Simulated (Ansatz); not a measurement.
Geometry optimisation, DFT PBE-D3(BJ), scalar-relativistic, plane waves, PAW (Ansatz 0.2.0).

input.yaml

```yaml
crystal:
  lattice:
    - [5.517331, 0.0, 0.0]
    - [-2.758665, 13.274288, 0.0]
    - [0.0, 0.0, 15.325378]
  atoms:
    - { symbol: Mo, position: [0.8767996, 0.7535991, 0.0773995] }
    - { symbol: Mo, position: [0.6303987, 0.2607973, 0.1289875] }
    - { symbol: S, position: [0.1521089, 0.6375511, 0.0895477] }
    - { symbol: S, position: [0.3550893, 0.3768453, 0.1168392] }
    - { symbol: S, position: [0.2390413, 0.1447493, 0.1411357] }
    - { symbol: S, position: [0.2681569, 0.8696471, 0.0652512] }
    - { symbol: Mo, position: [0.3839978, 0.7679955, 0.1805754] }
    - { symbol: Mo, position: [0.1375969, 0.2751937, 0.2321634] }
    - { symbol: S, position: [0.6593071, 0.6519476, 0.1927237] }
    - { symbol: S, position: [0.8622875, 0.3912417, 0.2200151] }
    - { symbol: S, position: [0.7462395, 0.1591458, 0.2443116] }
    - { symbol: S, position: [0.7753551, 0.8840435, 0.1684272] }
    - { symbol: Mo, position: [0.891196, 0.7823919, 0.2837513] }
    - { symbol: Mo, position: [0.6447951, 0.2895901, 0.3353393] }
    - { symbol: S, position: [0.1665053, 0.666344, 0.2958996] }
    - { symbol: S, position: [0.3694857, 0.4056381, 0.323191] }
    - { symbol: S, position: [0.2534378, 0.1735422, 0.3474875] }
    - { symbol: S, position: [0.2825533, 0.8984399, 0.2716031] }
    - { symbol: In, position: [0.735674, 0.4559385, 0.4721174], spin: 1.0 }
magnetization:
  spin_polarized: true
basis:
  ecutwfc: 420.0
kpoints:
  mp_grid: { grid: [3, 1, 1] }
hamiltonian:
  xc: pbe
  dispersion: d3bj
  pseudopotentials: { kind: paw, azcp: { folder: soft_1 } }
scf:
  occupations: { method: gaussian, width: 0.05 }
  lower_state_search: "off"
relax:
  f_tol: 0.03
  max_steps: 60
  adjacent_minimum: "off"
  constraints: [{ sites: [0, 2, 5] }]
```

Command:

```bash
$ ansatz run input.yaml --threads 4 --pin off --max-ram 10240MiB --backend cpu --events-out ev --progress --plain --runs-dir out
```

Task: Where does it end, and by what steps?

Result: The run was cut off at its time limit. Limits of this set-up: coarse k mesh, thin slab, slab without dipole correction, a typed lattice constant that wasn't relaxed here. After 32 steps the energy has fallen by 4.024 eV; In19 moved furthest, 4.33 Å. Joined: S3–In19 (6.59 → 2.69 Å), Mo8–In19 (5.16 → 3.50 Å), S15–In19 (4.28 → 2.65 Å).

| step | energy less start (eV) | largest force component (eV/Å) | accepted |
| --- | --- | --- | --- |
| 0 | 0.0000 | 2.394 | yes |
| 2 | -1.5286 | 0.385 | yes |
| 4 | -1.7886 | 0.459 | yes |
| 6 | -2.0153 | 0.286 | yes |
| 8 | -2.1877 | 0.311 | yes |
| 10 | -2.3636 | 0.195 | yes |
| 12 | -2.5584 | 0.159 | yes |
| 14 | -2.8173 | 0.256 | yes |
| 16 | -3.0391 | 0.200 | yes |
| 18 | -3.1925 | 0.320 | yes |
| 20 | -3.3452 | 0.155 | yes |
| 22 | -3.4999 | 0.134 | yes |
| 24 | -3.6591 | 0.138 | yes |
| 26 | -3.7891 | 0.181 | yes |
| 28 | -3.8679 | 0.157 | yes |
| 30 | -3.9156 | 0.889 | yes |
| 32 | -4.0087 | 0.908 | no |

```xyz
19
Lattice="5.5173 0.0000 0.0000 -2.7587 13.2743 0.0000 0.0000 0.0000 15.3254" Properties=species:S:1:pos:R:3
Mo 2.759 10.003 1.186
Mo 2.614 1.704 2.031
S -0.920 8.463 1.372
S 0.847 2.320 0.671
S 0.797 1.049 3.291
S -0.920 11.544 1.000
Mo 0.160 10.145 2.736
Mo -0.224 3.182 2.728
S 1.830 8.454 2.732
S 3.567 3.731 1.163
S 3.624 2.292 4.170
S 1.784 11.861 2.398
Mo 2.863 10.274 3.840
Mo 2.572 4.281 3.307
S -0.867 8.760 4.535
S 0.910 5.336 1.985
S 0.879 3.942 4.782
S -0.882 11.703 4.237
In 4.294 6.500 3.193
```

Time of the run: 17 min on 4 threads of Arm Neoverse V2, with other jobs on the host, peak memory 2.6 GiB.
